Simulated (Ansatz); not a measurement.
**BH3Te: short molecular-dynamics run, by script**

Program: the Python package of Ansatz 0.2.0. Level of theory: Hartree-Fock/def2-SVP. These are calculated values, not measurements.

### 1 The structure

Bond lengths: B1–Te2 2.222 Å, B1–H3 1.229 Å, B1–H4 1.158 Å, Te2–H5 1.743 Å. Angles: B1–Te2–H5 91.5°, Te2–B1–H3 117.7°, Te2–B1–H4 118.2°, H3–B1–H4 123.7°.

No structure file is read: the coordinates are typed or built in the script.

### 2 Script

Input file md_bh3te.py:

```python
'''A short Born-Oppenheimer trajectory of BH3Te.'''

import ansatz as az
import numpy as np

SETTINGS = {
    'basis_set': 'def2-SVP',
    'xc': 'HF',
    'n_steps': 40,
    'temperature_k': 200,
}

bh3te = (
    az.Crystal.molecule()
    .atom('B', [-0.0875, -0.7337, 0.2562])
    .atom('Te', [0.9904, 1.2093, 0.2692])
    .atom('H', [-1.1205, -0.8176, 0.9176])
    .atom('H', [0.2799, -1.5585, -0.4684])
    .atom('H', [-0.0124, 1.8269, -1.016])
)

model = (
    bh3te.calculation()
    .basis(gaussian=SETTINGS['basis_set'])
    .functional(SETTINGS['xc'])
    .md('nve', timestep=0.5, steps=SETTINGS['n_steps'], temperature=SETTINGS['temperature_k'], initial_velocities='maxwell_boltzmann', seed=43)
)
frames = []
model.session().plan().execute(on_event=lambda e: frames.append(e['data']) if e['event'] == 'md_step' else None)
print('t (fs)   E_pot (eV)      E_kin (eV)   T (K)   d(0-1) (A)')
for f in frames[::3]:
    xyz = np.array(f['positions_ang'])
    print(f'{f["time_fs"]:6.2f} {f["lagrangian_ev"]:14.5f} {f["e_kin_ev"]:10.5f} {f["temperature_k"]:8.1f} {np.linalg.norm(xyz[0] - xyz[1]):9.4f}')
kept = np.array([f['conserved_ev'] for f in frames])
print(f'conserved energy moves by at most {1000 * np.ptp(kept):.3f} meV')
```

### 3 The input behind the calls

The engine receives this input:

```yaml
crystal:
  periodic: [false, false, false]
  atoms:
    - { symbol: B, position_ang: [-0.0875, -0.7337, 0.2562] }
    - { symbol: Te, position_ang: [0.9904, 1.2093, 0.2692] }
    - { symbol: H, position_ang: [-1.1205, -0.8176, 0.9176] }
    - { symbol: H, position_ang: [0.2799, -1.5585, -0.4684] }
    - { symbol: H, position_ang: [-0.0124, 1.8269, -1.016] }
basis:
  gaussian:
    orbitals: def2-SVP
hamiltonian:
  xc: hf
md:
  timestep: 0.5
  n_steps: 40
  ensemble: nve
  temperature: 200.0
  initial_velocities: maxwell_boltzmann
  seed: 43
```

### 4 Launch

On the command line:

```sh
python md_bh3te.py
```

**Question.** How long does this script take on 1 thread of Arm Neoverse V2, shared host, and how much memory does it need?

About 26 s, with a peak of 0.17 GiB.
